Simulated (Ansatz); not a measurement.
# CH₆NOSb: a ladder of functionals and wavefunction methods

An exercise on one series of results from a longer session: the logs are not shown, and one member is left open.

Computed with Ansatz 0.2.0, Gaussian basis. Level: functionals in def2-TZVPP, the program's frozen cores in correlated methods.

Plan: PBE-D4, r2SCAN-D4, PBE0-D4, B3LYP-D4, ωB97X-V, ωB97M-V, B2PLYP; CCSD(T)/def2-TZVPP; MP2/def2-QZVPP; extrapolation to the limit.

### The relaxed structure

An earlier PBE0-D4 in a triple-zeta def2 set relaxation fixed the geometry. Sb takes the def2 core potential; no spin-orbit term is included.

SMILES `[NH2][SbH][CH2]O`, 10 atoms, charge 0, spin multiplicity 1.

Atoms are counted from 1 here; the program's logs count them from 0.

Bond lengths: N1–Sb2 2.039 Å, N1–H5 1.011 Å, N1–H6 1.011 Å, Sb2–C3 2.165 Å, Sb2–H7 1.725 Å, C3–O4 1.412 Å, C3–H8 1.096 Å, C3–H9 1.097 Å, O4–H10 0.961 Å. Angles: Sb2–N1–H5 114.0°, Sb2–N1–H6 111.7°, H5–N1–H6 108.0°, N1–Sb2–C3 94.6°, N1–Sb2–H7 97.1°, C3–Sb2–H7 90.8°, Sb2–C3–O4 107.2°, Sb2–C3–H8 106.8°, Sb2–C3–H9 108.9°, O4–C3–H8 112.4°, O4–C3–H9 112.3°, H8–C3–H9 109.0°, C3–O4–H10 108.9°.

The first run:

The input, in.yaml:

```yaml
crystal:
  periodic: [false, false, false]
  atoms:
    - {symbol: N, position_ang: [-1.543797, 1.148986, 0.018854]}
    - {symbol: Sb, position_ang: [0.411684, 1.179753, -0.556747]}
    - {symbol: C, position_ang: [0.786745, -0.881616, -0.010063]}
    - {symbol: O, position_ang: [0.636051, -1.657308, -1.180511]}
    - {symbol: H, position_ang: [-1.681781, 1.272586, 1.013242]}
    - {symbol: H, position_ang: [-2.086757, 1.853884, -0.461903]}
    - {symbol: H, position_ang: [1.067363, 1.721764, 0.943926]}
    - {symbol: H, position_ang: [0.053192, -1.142542, 0.761769]}
    - {symbol: H, position_ang: [1.795716, -0.959334, 0.414658]}
    - {symbol: H, position_ang: [0.644683, -2.587371, -0.940223]}
basis:
  gaussian: {orbitals: def2-TZVPP}
hamiltonian: {xc: pbe, dispersion: d4}
output: {forces: true, orbitals: {seedname: orbitals}}
```

The run is started by

```sh
> ansatz run in.yaml --threads 4 --pin off --events-out ev --progress --plain --max-ram 10444MiB
```

Among the steps run: PBE-D4 (GGA); r2SCAN-D4 (meta-GGA); PBE0-D4 (hybrid); B3LYP-D4 (hybrid); ωB97X-V (range-separated); ωB97M-V (range-separated); B2PLYP (double hybrid); CCSD(T) in def2-TZVPP; MP2 in def2-QZVPP.

One of the session's tables, all rows but one given; the rest of the session is left out.

| method | atomisation energy (kJ/mol) |
| --- | --- |
| PBE-D4 | 3291.1 |
| r2SCAN-D4 | 3190.3 |
| PBE0-D4 | 3194.4 |
| B3LYP-D4 | 3227.7 |
| ωB97X-V | ? |
| ωB97M-V | 3215.1 |
| B2PLYP | 3170.2 |
| HF/def2-TZVPP | 2073.2 |
| MP2/def2-TZVPP | 3127.6 |
| CCSD/def2-TZVPP | 3048.2 |
| CCSD(T)/def2-TZVPP | 3107.9 |
| MP2/CBS | 3243.9 |
| CCSD(T)/CBS | 3224.2 |

**Question.** Estimate the row for ωB97X-V.

The run gave: atomisation energy (kJ/mol): 3233.9. In the column «atomisation energy (kJ/mol)» it lies between B3LYP-D4 (3227.7) and MP2/CBS (3243.9).

Limits of these values: Free atoms (1 N, 1 Sb, 1 C, 1 O, 6 H) were run apart at each level; the atomisation energy is their sum less the molecule, without zero-point or spin-orbit terms.
